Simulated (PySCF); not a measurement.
# C7H5ClO2: the cost of one run

Computed with PySCF 2.14.0 and routines of our own; the level stands in each step. Atoms count from 0.

## (1) The system as given

15 atoms, charge 0, multiplicity 1; geometry from: GFN2-xTB.

## (2) Relaxing the molecule at PBE0-D3(BJ)/def2-SVP

What the job is given:

```
{"job": {"xc": "PBE0", "basis": "def2-SVP", "d3": "d3bj", "grid": 2, "kind": "geom"}, "charge": 0, "multiplicity": 1}
O      2.466683     1.928331    -0.061789
C      1.516796     1.159774    -0.037069
C      0.160650     1.693703    -0.115831
C     -1.052423     1.107602    -0.112397
C     -1.405260    -0.271139    -0.023213
O     -2.744978    -0.465736    -0.044350
C     -0.549253    -1.334097     0.074693
C      0.857528    -1.327048     0.115439
C      1.734388    -0.288138     0.070286
Cl     3.410819    -0.688866     0.146732
H      0.180590     2.774674    -0.191572
H     -1.921404     1.750616    -0.185102
H     -2.963508    -1.404716     0.015905
H     -1.002549    -2.318202     0.128922
H      1.307507    -2.308769     0.197435
```

The run is started by

```console
$ OMP_NUM_THREADS=1 python excited_run.py task.json out
```

One launch serves the whole session: the jobs run in the order shown.

Q: Estimate the wall time and peak memory of this first job on 1 thread of AMD EPYC 7R43, shared host.

About 1.9 min, with a peak of 0.77 GiB.
